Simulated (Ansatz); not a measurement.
# AlGa₂H (triplet): wave-function methods side by side at distance Al2–H4 = 1.846 Å, cc-pVDZ

Aim: climb from Hartree-Fock through coupled cluster and multireference methods for AlGa₂H (triplet) at one geometry and basis, and see what each rung misses.

Computed with Ansatz 0.2.0, Gaussian basis. Level: cc-pVDZ, core rule «outside noble gas», up to 33 orbitals frozen.

To be run: UHF; CCSD(T) on ROHF; CCSD(T) on UHF; BCCD(T) on ROHF; CISD; CCSDT(Q) on ROHF; CCSDT(Q) on UHF; CASSCF and MRCISD+Q, 4 electrons in 4 orbitals; CASSCF and NEVPT2, 4 electrons in 4 orbitals.

35 further runs of the same task are left out: 4 for a mislabelled method, 3 for a known fault of the program, 20 that didn't finish, 8 set aside as unsound or not needed.

## Step 1: The geometry

The geometry derives from a PBE0/def2-TZVP stationary point (not a proven minimum). One bond is set to the value named and the two fragments are kept rigid. No spin-orbit coupling is included. The filled d shell of Ga may be among the frozen orbitals whatever the setting's name suggests; the logs give the count.

4 atoms, charge 0, spin multiplicity 3.

Atoms are counted from 1 here; the program's logs count them from 0.

Bond lengths: Ga1–Al2 2.555 Å, Al2–Ga3 2.555 Å, Al2–H4 1.846 Å. Angles: Ga1–Al2–Ga3 72.4°, Ga1–Al2–H4 52.9°, Ga3–Al2–H4 52.9°.

## Step 2: UHF

Input file in.yaml:

```yaml
crystal:
  periodic: [false, false, false]
  atoms:
    - {symbol: Ga, position_ang: [-0.004403, 0.336351, 1.508986]}
    - {symbol: Al, position_ang: [-0.022649, -1.725034, 0.000000]}
    - {symbol: Ga, position_ang: [-0.004403, 0.336351, -1.508986]}
    - {symbol: H, position_ang: [1.215461, -0.355847, 0.000000]}
basis:
  gaussian: {orbitals: cc-pVDZ}
magnetization: {spin_polarized: true, initial_magnetization: 2}
hamiltonian: {xc: hf}
output: {orbitals: {seedname: orbitals}}
```

Run with:

```sh
ansatz run in.yaml --threads 1 --pin off --events-out ev --progress --plain --max-ram 2393MiB
```

After this run come: CCSD(T) on ROHF; CCSD(T) on UHF; BCCD(T) on ROHF; CISD; CCSDT(Q) on ROHF; CCSDT(Q) on UHF; CASSCF and MRCISD+Q, 4 electrons in 4 orbitals; CASSCF and NEVPT2, 4 electrons in 4 orbitals.

**Question.** What will the summary of the whole plan be? Wanted: UCCSDT(Q) below the RHF energy; RMP2 from UCCSDT(Q); UMP2 from UCCSDT(Q); RCCSD from UCCSDT(Q); RCCSD(T) from UCCSDT(Q); UCCSD(T) from UCCSDT(Q); RCCSDT(Q) from UCCSDT(Q); NEVPT2 pair from UCCSDT(Q); MRCISD+Q pair from UCCSDT(Q).

As calculated:

| quantity | value |
| --- | --- |
| UCCSDT(Q) below the RHF energy | -5.8724 eV |
| RMP2 from UCCSDT(Q) | +1294.8 meV |
| UMP2 from UCCSDT(Q) | +1408.3 meV |
| RCCSD from UCCSDT(Q) | +391.0 meV |
| RCCSD(T) from UCCSDT(Q) | +82.1 meV |
| UCCSD(T) from UCCSDT(Q) | +81.2 meV |
| RCCSDT(Q) from UCCSDT(Q) | +6.7 meV |
| NEVPT2 pair from UCCSDT(Q) | +1271.3 meV |
| MRCISD+Q pair from UCCSDT(Q) | +162.2 meV |
| levels within 1 kcal/mol (43 meV) | RCCSDT, UCCSDT, RCCSDT(Q) |
| T1 diagnostic | 0.034 |

RCCSD(T) misses by +82.1 meV, 1.4 % of the correlation energy. Of the multireference levels listed MRCISD+Q pair comes nearest in total energy (+162.2 meV), which doesn't show that its space is the better one. These misses are within one basis, not against nature; the frozen cores of restricted and unrestricted runs differ, which can shift their rows.
